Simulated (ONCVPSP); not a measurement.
# Platinum: generating and testing an ONCV potential

Task: generate the file, and judge it by its errors in other configurations, its logarithmic derivatives, its ghosts and its cutoff.

The numbers are computed with ONCVPSP 4.0.1.1 (patched build) (PBE, scalar-relativistic, spin-unpolarised reference atom).

### Step 1. The design

Typed settings, in words:

```json
{"element": "platinum (Pt, Z = 78)", "type": "optimised norm-conserving Vanderbilt (ONCV)", "frozen core": "[Kr] 4d10", "valence charge": "32", "reference configuration": "4f14 5s2 5p6 5d9 6s1", "partial waves": "5s+6s: rc 1.65 bohr, ncon 4, nbas 8, qcut 9.1 1/bohr, 2 projectors; 5p: rc 1.20 bohr, ncon 4, nbas 8, qcut 5.7 1/bohr, 2 projectors, debl 0.8 Ha; 5d: rc 2.30 bohr, ncon 4, nbas 8, qcut 6.5 1/bohr, 2 projectors, debl 0.7 Ha; 4f: rc 0.75 bohr, ncon 4, nbas 9, qcut 22.6 1/bohr, 2 projectors, debl 2.9 Ha", "local potential": "polynomial inside 0.75 bohr (lpopt 5, dvloc0 0 Ha)", "core correction": "polynomial model core, fcfact 0.3"}
```

### Step 2. Generation

Pt.dat

```
# ATOM AND REFERENCE CONFIGURATION
# atsym  z   nc   nv     iexc    psfile
  Pt 78.00    9    5        4      upf
#
#   n    l    f
    1    0    2.00
    2    0    2.00
    2    1    6.00
    3    0    2.00
    3    1    6.00
    3    2   10.00
    4    0    2.00
    4    1    6.00
    4    2   10.00
    4    3   14.00
    5    0    2.00
    5    1    6.00
    5    2    9.00
    6    0    1.00
#
# PSEUDOPOTENTIAL AND OPTIMIZATION
# lmax
    3
#
#   l,   rc,      ep,       ncon, nbas, qcut
    0    1.65    0.00    4    8    9.10
    1    1.20    0.00    4    8    5.70
    2    2.30    0.00    4    8    6.50
    3    0.75    0.00    4    9   22.60
#
# LOCAL POTENTIAL
# lloc, lpopt,  rc(5),   dvloc0
    4    5    0.75    0.00
#
# VANDERBILT-KLEINMAN-BYLANDER PROJECTORs
# l, nproj, debl
    0    2    0.40
    1    2    0.80
    2    2    0.70
    3    2    2.90
#
# MODEL CORE CHARGE
# icmod, fcfact, rcfact
    1    0.30    0.00
#
# LOG DERIVATIVE ANALYSIS
# epsh1, epsh2, depsh
   -5.00    5.00    0.04
#
# OUTPUT GRID
# rlmax, drl
    6.00    0.01
#
# TEST CONFIGURATIONS
# ncnf
    4
# nvcnf
#   n    l    f
    5
    4    3   14.00
    5    0    2.00
    5    1    6.00
    5    2    9.00
    6    0    0.00
#
    5
    4    3   14.00
    5    0    2.00
    5    1    6.00
    5    2    8.00
    6    0    0.00
#
    5
    4    3   14.00
    5    0    2.00
    5    1    6.00
    5    2    7.00
    6    0    0.00
#
    5
    4    3   14.00
    5    0    2.00
    5    1    6.00
    5    2    8.00
    6    0    2.00
#
```

On the command line:

```bash
oncvpsp.x < Pt.dat > Pt.out
```

What does the calculation give? Wanted: cutoffs for 1 and 0.1 mHa per electron, occupied waves; bound ghosts; GHOST(+) flags; largest test error; largest phase difference near zero energy, channels read; rms error of d²Exc/dn², without and with the model core; projector energies reset by the program.

**Answer**, as computed:

```
                                                quantity                               value
  cutoffs for 1 and 0.1 mHa per electron, occupied waves                   228 Ha and 247 Ha
                                            bound ghosts                     s at -362.77 eV
                                          GHOST(+) flags            p at 123 eV, d at 121 eV
                            largest test error (AE − PS)  +9.3 meV, for 4f14 5s2 5p6 5d8 6s2
largest phase difference near zero energy, channels read                           0.000 rad
 rms error of d²Exc/dn², without and with the model core                   5.77 and 2.11 mHa
                 projector energies reset by the program                 p: -2.059, 0.250 Ha
```

In words: It has a bound ghost (s), a state that the atom doesn't have, and that rules the file out. By total energies transferability is good: the largest error is 9.3 meV on 1.0 eV, for 4f14 5s2 5p6 5d8 6s2. Atomic tests can pass in spite of a ghost, since they solve only for the levels asked. By its cutoff, 228 Ha for the looser tolerance, it is very hard. At the looser tolerance the 4f wave is the slowest; 5p needs 129 Ha. Near zero energy the phases of the channels with partial waves agree within 0.001 rad. The program also flags highly localised states, GHOST(+) (p, d).
